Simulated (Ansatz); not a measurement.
# Molecular dynamics of WC

Input file:

```yaml
accuracy: low
crystal:
  lattice:
    - [-2.995367, -5.188128, 0.0]
    - [4.493051, -2.594064, 0.0]
    - [0.0, 0.0, 5.850964]
  atoms:
    - { symbol: W, position: [0.75, 0.5, 0.0] }
    - { symbol: C, position: [0.5, 0.6666667, 0.25] }
    - { symbol: W, position: [0.75, 0.5, 0.5] }
    - { symbol: C, position: [0.5, 0.6666667, 0.75] }
    - { symbol: W, position: [0.5, 0.0, 0.0] }
    - { symbol: C, position: [0.25, 0.1666667, 0.25] }
    - { symbol: W, position: [0.5, 0.0, 0.5] }
    - { symbol: C, position: [0.25, 0.1666667, 0.75] }
    - { symbol: W, position: [0.25, 0.5, 0.0] }
    - { symbol: C, position: [0.0, 0.6666667, 0.25] }
    - { symbol: W, position: [0.25, 0.5, 0.5] }
    - { symbol: C, position: [0.0, 0.6666667, 0.75] }
    - { symbol: W, position: [0.0, 0.0, 0.0] }
    - { symbol: C, position: [0.75, 0.1666667, 0.25] }
    - { symbol: W, position: [0.0, 0.0, 0.5] }
    - { symbol: C, position: [0.75, 0.1666667, 0.75] }
basis:
  ecutwfc: 420.0
kpoints:
  mp_grid: { grid: [2, 2, 2] }
hamiltonian:
  xc: pbesol
scf:
  occupations: { method: fermi_dirac, width: 0.24 }
  lower_state_search: "off"
md:
  timestep: 1.12
  n_steps: 180
  ensemble: nvt_langevin
  temperature: 2800.0
  initial_velocities: maxwell_boltzmann
  seed: 17368
  friction: 0.02
```

Run as:

```bash
$ ansatz run input.yaml --threads 1 --pin off --max-ram 3072MiB --backend cpu --events-out ev --progress --plain --runs-dir out
```

It starts from a structure without forces on its atoms.

Output, in part (step lines):

```
md step     0: t =     0.00 fs  T =  2625.0 K  F+E_penalty+E_count = -84027.59939695 eV  E_kin = 5.428920 eV  (6 SCF iters)
md step     1: t =     1.12 fs  T =  2479.5 K  F+E_penalty+E_count = -84027.56147548 eV  E_kin = 5.127944 eV  (7 SCF iters)
md step     2: t =     2.24 fs  T =  2487.9 K  F+E_penalty+E_count = -84027.44994718 eV  E_kin = 5.145407 eV  (7 SCF iters)
md step     3: t =     3.36 fs  T =  2386.9 K  F+E_penalty+E_count = -84027.26719381 eV  E_kin = 4.936556 eV  (7 SCF iters)
md step     4: t =     4.48 fs  T =  2200.8 K  F+E_penalty+E_count = -84027.01428609 eV  E_kin = 4.551632 eV  (6 SCF iters)
md step     5: t =     5.60 fs  T =  2044.3 K  F+E_penalty+E_count = -84026.70731995 eV  E_kin = 4.227856 eV  (6 SCF iters)
md step     6: t =     6.72 fs  T =  1891.2 K  F+E_penalty+E_count = -84026.36607952 eV  E_kin = 3.911314 eV  (5 SCF iters)
md step     7: t =     7.84 fs  T =  1580.3 K  F+E_penalty+E_count = -84026.00682294 eV  E_kin = 3.268218 eV  (6 SCF iters)
[... lines left out ...]
md step   179: t =   200.48 fs  T =  2803.7 K  F+E_penalty+E_count = -84021.76873316 eV  E_kin = 5.798544 eV  (5 SCF iters)
md step   180: t =   201.60 fs  T =  2824.3 K  F+E_penalty+E_count = -84021.67263130 eV  E_kin = 5.841207 eV  (7 SCF iters)
```

The steps, from the saved trajectory:

```csv
time (fs),T (K),potential energy less start (eV)
0.0,2625,0.000
6.7,1891,1.233
13.4,1495,3.011
20.2,1809,2.751
26.9,1971,2.637
33.6,2059,3.783
40.3,1969,4.306
47.0,2023,3.891
53.8,2121,4.150
60.5,2077,4.704
67.2,2048,4.767
73.9,2207,4.880
80.6,2178,5.336
87.4,2266,4.893
94.1,2601,4.494
100.8,1860,5.118
107.5,1586,5.442
114.2,2157,4.067
121.0,2767,3.637
127.7,2197,5.119
134.4,1697,6.491
141.1,1752,5.693
147.8,2868,3.995
154.6,3453,3.842
161.3,2313,6.413
168.0,2099,6.788
174.7,3604,3.919
181.4,2811,4.117
188.2,2579,5.251
194.9,3169,5.344
201.6,2824,5.927
```

All steps were run. The mean temperature of the second half is 11 % below the set value. A run of 0.2 ps of so small a system gives no equilibrium averages. Limits of this set-up: coarse k mesh, low accuracy level.

Mean squared displacements from the first frame to the last, about the centre of mass: W 0.02 Å², C 0.09 Å².

Last frame:

```xyz
16
Lattice="-2.9954 -5.1881 0.0000 4.4931 -2.5941 0.0000 0.0000 0.0000 5.8510" Properties=species:S:1:pos:R:3
W 0.071 -4.917 0.174
C 1.898 -4.154 1.815
W 0.066 -5.063 3.088
C 1.874 -3.939 4.415
W -1.474 -2.567 0.202
C -0.077 -1.586 1.585
W -1.230 -2.409 2.917
C -0.012 -1.645 4.413
W 1.393 -2.411 0.253
C 2.965 -1.542 1.702
W 1.592 -2.443 3.061
C 2.981 -1.478 4.700
W -0.045 0.054 0.191
C -1.472 -4.147 1.353
W -0.047 0.095 3.019
C -1.398 -4.603 4.398
```

The run took 9 min on 1 CPU thread of a shared host.
